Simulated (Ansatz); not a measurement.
# PbSe: a single-point run

Aim: a sound single-point run of PbSe. The structure is shown as the input types it.

Program: Ansatz 0.2.0. Level of theory: density functional or hybrid calculation with the settings of its input, plane waves (as first typed). These are calculated values, not measurements.

3 further runs of the same task are left out: 3 that didn't finish.

## 1. The structure to begin with

It takes space group Fm-3m (No. 225, cubic). Conventional cell: a = 6.177 Å, b = 6.177 Å, c = 6.177 Å, α = 90.00°, β = 90.00°, γ = 90.00°. Pb (site symmetry m-3m) is surrounded by 6 Se at 3.09 Å. Around Se (site symmetry m-3m) lie 6 Pb at 3.09 Å.

Structure file:

```cif
data_structure
_symmetry_space_group_name_H-M 'P 1'
_symmetry_Int_Tables_number 1
_cell_length_a 4.3681
_cell_length_b 4.3681
_cell_length_c 4.3681
_cell_angle_alpha 60.000
_cell_angle_beta 60.000
_cell_angle_gamma 60.000
_cell_volume 58.93
loop_
_atom_site_label
_atom_site_type_symbol
_atom_site_fract_x
_atom_site_fract_y
_atom_site_fract_z
_atom_site_occupancy
Pb1 Pb 0.00000 0.00000 0.00000 1
Se1 Se 0.50000 0.50000 0.50000 1
```

## 2. Running it

File input.yaml:

```yaml
crystal:
  lattice:
    - [0.0, 3.0887022205, 3.0887022205]
    - [3.0887022205, 0.0, 3.0887022205]
    - [3.0887022205, 3.0887022205, 0.0]
  atoms:
    - { symbol: Pb, position: [0.0, 0.0, 0.0] }
    - { symbol: Se, position: [0.5, 0.5, 0.5] }
kpoints:
  mp_grid: { grid: [6, 6, 6] }
hamiltonian:
  xc: pbe
scf:
  occupations: { method: fixed }
  n_extra_bands: 4
  max_iter: 79
output:
  forces: true
  stress: true
  eigenvalues: true
basis:
  ecutwfc: 80
```

On the command line:

```bash
> ansatz run input.yaml --threads 4 --pin off --max-ram 3686MiB --backend cpu --events-out ev --progress --plain --runs-dir out
```

Q: Will this input give a usable result? If not, why, and what should change?

This run ends as converged, with warnings (cutoff below recommended, metallic iterate). It gives a pressure of 62 GPa, which is large; a structure far from rest gives such values too, whatever the setting.

The suspect setting: basis.ecutwfc is 80. The basis cutoff is far too low: the plane waves can't represent the orbitals near the cores. The potentials' recommended cutoff is 420 eV.

The test: delete basis.ecutwfc (the default then holds).
